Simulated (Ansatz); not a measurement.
**TaN₄H₇: taking an electron away**

The task here is to estimate one member of a computed series from the others.

Computed with Ansatz 0.2.0, Gaussian basis. Level: unrestricted cation, the program's frozen cores in correlated methods.

Plan: UKS PBE-D4/def2-TZVPP; UKS r2SCAN-D4/def2-TZVPP; UKS PBE0-D4/def2-TZVPP; UKS B3LYP-D4/def2-TZVPP; UKS wB97X-V/def2-TZVPP; UKS wB97M-V/def2-TZVPP; UKS B2PLYP/def2-TZVPP; UHF-CCSD(T)/def2-TZVPP; UHF-MP2/def2-QZVPP; extrapolation to the limit; then −ε(HOMO) from the neutral's earlier runs with LDA (SPW92), PBE-D4, revPBE-D4, BLYP-D4, r2SCAN-D4, B97M-V, PBE0-D4, B3LYP-D4, r2SCANh-D4, r2SCAN0-D4, HSE06-D4, BHLYP-D4, CAM-B3LYP-D4, LC-ωPBE, ωB97X-V, ωB97M-V.

## The relaxed structure

The geometry comes from an earlier relaxation with PBE0-D4 in a triple-zeta def2 set; it is a stationary point, not always the lowest conformer. Ta takes the def2 core potential; no spin-orbit term is included.

SMILES `[NH]=[Ta]([NH2])([NH2])[NH2]`, 12 atoms, charge 0, spin multiplicity 1.

Atoms are counted from 1 here; the program's logs count them from 0.

Bond lengths: N1–Ta2 1.772 Å, N1–H6 1.005 Å, Ta2–N3 1.998 Å, Ta2–N4 1.998 Å, Ta2–N5 1.998 Å, N3–H7 1.010 Å, N3–H8 1.008 Å, N4–H9 1.010 Å, N4–H10 1.008 Å, N5–H11 1.010 Å, N5–H12 1.008 Å. Angles: Ta2–N1–H6 179.9°, N1–Ta2–N3 108.8°, N1–Ta2–N4 108.9°, N1–Ta2–N5 108.8°, N3–Ta2–N4 110.1°, N3–Ta2–N5 110.1°, N4–Ta2–N5 110.1°, Ta2–N3–H7 124.1°, Ta2–N3–H8 125.2°, H7–N3–H8 109.6°, Ta2–N4–H9 124.1°, Ta2–N4–H10 125.2°, H9–N4–H10 109.6°, Ta2–N5–H11 124.1°, Ta2–N5–H12 125.1°, H11–N5–H12 109.6°.

Set-up of the first run:

in.yaml

```yaml
crystal:
  periodic: [false, false, false]
  atoms:
    - {symbol: N, position_ang: [-1.274668, 0.916189, 1.158549]}
    - {symbol: Ta, position_ang: [-0.113780, 0.081926, 0.111363]}
    - {symbol: N, position_ang: [-0.085911, -1.857075, 0.594394]}
    - {symbol: N, position_ang: [1.696358, 0.883080, 0.386194]}
    - {symbol: N, position_ang: [-0.684135, 0.308182, -1.790534]}
    - {symbol: H, position_ang: [-1.933736, 1.388369, 1.752327]}
    - {symbol: H, position_ang: [0.713216, -2.460833, 0.464690]}
    - {symbol: H, position_ang: [-0.771259, -2.322604, 1.168724]}
    - {symbol: H, position_ang: [2.423134, 0.893232, -0.315018]}
    - {symbol: H, position_ang: [1.951888, 1.494057, 1.146254]}
    - {symbol: H, position_ang: [-0.469341, -0.346984, -2.528477]}
    - {symbol: H, position_ang: [-1.374766, 0.967262, -2.114464]}
basis:
  gaussian: {orbitals: def2-TZVPP}
total_charge: 1
magnetization: {spin_polarized: true, initial_magnetization: 1}
hamiltonian: {xc: pbe, dispersion: d4}
```

Command:

```console
> ansatz run in.yaml --threads 2 --pin off --events-out ev --progress --plain --max-ram 32768MiB --backend cuda --devices 0, --max-vram 18GiB
```

Steps of the session up to this table: Cation, UKS PBE-D4/def2-TZVPP; Cation, UKS r2SCAN-D4/def2-TZVPP; Cation, UKS PBE0-D4/def2-TZVPP; Cation, UKS B3LYP-D4/def2-TZVPP; Cation, UKS wB97X-V/def2-TZVPP; Cation, UKS wB97M-V/def2-TZVPP; Cation, UKS B2PLYP (frozen core)/def2-TZVPP; Cation, UHF-CCSD(T)/def2-TZVPP; Cation, UHF-MP2/def2-QZVPP.

One of the session's tables, all rows but one given; the rest of the session is left out.

It belongs to the step «Ionisation energies side by side». Orbital estimates, from the neutral's runs:

| functional | −ε(HOMO) (eV) |
| --- | --- |
| LDA (SPW92) | 5.59 |
| PBE-D4 | 5.40 |
| revPBE-D4 | 5.33 |
| BLYP-D4 | 5.28 |
| r2SCAN-D4 | 5.71 |
| B97M-V | 5.76 |
| PBE0-D4 | 6.77 |
| B3LYP-D4 | 6.53 |
| r2SCANh-D4 | 6.22 |
| r2SCAN0-D4 | 6.99 |
| HSE06-D4 | 6.37 |
| BHLYP-D4 | 8.06 |
| CAM-B3LYP-D4 | 8.17 |
| LC-ωPBE | ? |
| ωB97X-V | 9.18 |
| ωB97M-V | 9.08 |

Q: Estimate the row for LC-ωPBE from the others.

As computed: −ε(HOMO) (eV): 9.57. In the column «−ε(HOMO) (eV)» it is the highest.
